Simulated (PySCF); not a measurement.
**[TbF2]2+: other functionals and bases at one geometry**

Aim: see how levels, charges and forces of [TbF2]2+ depend on the level of theory. The structure is generated, not taken from experiment.

Computed with PySCF 2.14.0. Level: several levels, as the steps say, no spin–orbit coupling.

1 further run of the same task is left out (for a known fault of the program).

## (1) Where the work starts

3 atoms, charge 2, spin multiplicity 1.

Bond lengths: Tb1–F2 1.840 Å, Tb1–F3 1.840 Å. Angles: F2–Tb1–F3 100.9°.

Coordinates:

```
atom     x (Å)    y (Å)     z (Å)
 Tb1   0.00000  0.00000  -0.39821
  F2   1.41910  0.00000   0.77324
  F3  -1.41910  0.00000   0.77324
```

Formal oxidation states: Tb +4. Each metal's 7 4f electrons lie in its core potential, so multiplicities, spins and levels count the valence alone. An earlier session relaxed this geometry at PBE0, Tb lcecp-2-SVP with ECP53, F def2-SVP (singlet, point group C2v).

At PBE0 on the finer grid: E = -241.978407 Eh, frontier levels not given, since the 4f levels lie in the core, Mulliken charge on Tb1 +2.26 e, largest force component 0.002 eV/Å. 

Levels to run: B3LYP; M06-L; PBE0, TZVP. Hardware: 2 threads of Arm Neoverse V2, shared host.

## (2) B3LYP

Contents of run.py (the lines that set the calculation):

```python
mol = gto.M(atom='''
Tb     0.00000     0.00000    -0.39821
F      1.41910     0.00000     0.77324
F     -1.41910     0.00000     0.77324''',
    basis={'Tb': 'lcecp-2-SVP', 'F': 'def2-SVP'},
    ecp={'Tb': 'lcecp-2-SVP'},
    charge=2, spin=0)
mf = dft.RKS(mol, xc='B3LYP')
mf.grids.atom_grid = (75, 302)  # f atoms: unpruned, at least (60, 302)
mf = mf.density_fit()  # fitting sets: Tb AutoAux, F def2-universal-JKFIT
mf.conv_tol = 1e-08; mf.max_cycle = 55
mf.kernel(dm0)  # dm0: the density of the relaxed state
```

Command:

```bash
$ OMP_NUM_THREADS=2 python run.py
```

## (3) M06-L

Edit run.py (the lines that set the calculation) of step 2 so:

```diff
@@ -7,3 +7,3 @@
     charge=2, spin=0)
-mf = dft.RKS(mol, xc='B3LYP')
+mf = dft.RKS(mol, xc='M06L')
 mf.grids.atom_grid = (75, 302)  # f atoms: unpruned, at least (60, 302)
```

## (4) PBE0, TZVP

Basis: Tb lcecp-2-TZVP with ECP53, F def2-TZVP. 

Contents of run.py (the lines that set the calculation):

```python
mol = gto.M(atom='''
Tb     0.00000     0.00000    -0.39821
F      1.41910     0.00000     0.77324
F     -1.41910     0.00000     0.77324''',
    basis={'Tb': 'lcecp-2-TZVP', 'F': 'def2-TZVP'},
    ecp={'Tb': 'lcecp-2-TZVP'},
    charge=2, spin=0)
mf = dft.RKS(mol, xc='PBE0')
mf.grids.atom_grid = (75, 302)  # f atoms: unpruned, at least (60, 302)
mf = mf.density_fit()  # fitting sets: Tb AutoAux, F def2-universal-JKFIT
mf.conv_tol = 1e-08; mf.max_cycle = 55
mf.kernel(dm0)  # dm0: free metal ions and neutral atoms
```

Q: Predict the outcome of this session. Wanted: for each run, charge on Tb1; dipole; largest force.

As calculated:

| level | state | charge on Tb1 (e) | dipole (D) | largest force (eV/Å) | basis functions | time |
| --- | --- | --- | --- | --- | --- | --- |
| PBE0 (relaxed here) | singlet | 2.26 | 5.30 | 0.00 | 58 | 2.4 s |
| B3LYP | singlet | 2.22 | 5.21 | 0.59 | 58 | 1.3 s |
| M06-L | singlet | 2.28 | 5.22 | 0.82 | 58 | 1.8 s |
| PBE0, TZVP | singlet | 2.35 | 5.33 | 0.52 | 109 | 4.3 s |

Times are on 2 threads of Arm Neoverse V2, shared host; the first row also made further properties. The dipole of a charged species depends on the origin, so these sizes hold for this origin alone.

The largest leftover force, 0.82 eV/Å with M06-L, stands at a geometry relaxed at another level. The Mulliken charge on Tb spans +2.22 to +2.35 e over the levels. With 4f in the core, its levels are missing from HOMO and gap. Total energies of different levels can't be compared. Spin–orbit coupling is left out throughout.
